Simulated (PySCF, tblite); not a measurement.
**C₃H₄NS₂Si radical: geometry, infrared bands and EPR parameters**

Aim: predict the infrared bands and EPR parameters of C₃H₄NS₂Si radical (`N#C[C@H]1CS[SiH]S1`).

Programs: tblite 0.8.0 and PySCF 2.14.0, with density-fitted response routines of our own. Each step states its level of theory. These are calculated values for one molecule in the gas phase, unless marked as measured. Atoms are numbered from 0 throughout.

## Step 1: Starting geometry

11 atoms, charge 0, multiplicity 2; geometry from: force field or distance geometry start.

Bonds of the start (Å): N0–C1 1.16, C1–C2 1.48, C2–C3 1.54, C3–S4 1.85, S4–Si5 2.15, Si5–S6 2.16, S6–C2 1.83, C2–H7 1.10, C3–H8 1.09, C3–H9 1.08, Si5–H10 1.48.

## Step 2: Geometry optimisation with GFN2-xTB

The job: settings as JSON, then the geometry in Å.

```
{"job": {"kind": "relax", "xc": "GFN2-xTB", "basis": "xTB"}, "charge": 0, "multiplicity": 2}
N     -2.765100    -1.095500     0.262800
C     -1.797000    -0.665500    -0.200600
C     -0.534800    -0.136200    -0.766400
C     -0.050400     1.109900    -0.010500
S      0.643400     0.689600     1.650900
Si     1.570500    -1.184400     1.134300
S      0.792900    -1.395000    -0.864500
H     -0.751100     0.172400    -1.798100
H     -0.855800     1.821700     0.144400
H      0.729700     1.611400    -0.571100
H      3.023300    -0.925700     0.992900
```

Command:

```console
OMP_NUM_THREADS=1 python probes_run.py task.json out
```

This one command runs all jobs of the session in turn.

**Question.** This job is followed by: GFN2-xTB harmonic vibrations, gas phase; UKS B3LYP, pcH-1 on C H N S Si, non-relativistic, mean-field spin-orbit, GIAO. Predict these results of the whole session: strongest single infrared mode (GFN2-xTB); zero-point energy (GFN2-xTB); g(iso) (B3LYP); ⟨S²⟩; largest a(iso); potential on the surface of density 0.002 e/bohr³, 1st and 99th percentile.

**Answer**, as computed:

| quantity | value |
| --- | --- |
| strongest single infrared mode (GFN2-xTB) | 2318 cm⁻¹, 174 km/mol |
| zero-point energy (GFN2-xTB) | 40.4 kcal/mol |
| g(iso) (B3LYP) | 2.00787 |
| ⟨S²⟩ | 0.752 (exact 0.75) |
| largest a(iso) | 29Si on Si5, -691.8 MHz |
| potential on the surface of density 0.002 e/bohr³, 1st and 99th percentile | -1.66 V and 1.69 V |

What this shows: The optimisation took 56 steps and gained 0.110 eV; among the close pairs (by a distance rule), C1–C2 changed most, from 1.481 to 1.440 Å. No mode is imaginary among the 27: a minimum at this level. The strongest single mode, at 2318 cm⁻¹, moves mainly H10. Unscaled tight-binding wavenumbers are off by several per cent, some by more. Its intensities can rank the bands wrongly. Most of the unpaired spin sits on Si5 (0.69 e). The isotropic g lies 5.5 ppt above the free-electron value. These values are for one conformer; the search (at its own cheap level) found 2 more, at 0.01, 0.59 kcal/mol (those within 0.05 may be mirror or relabelled copies), and measured spectra average over such forms.
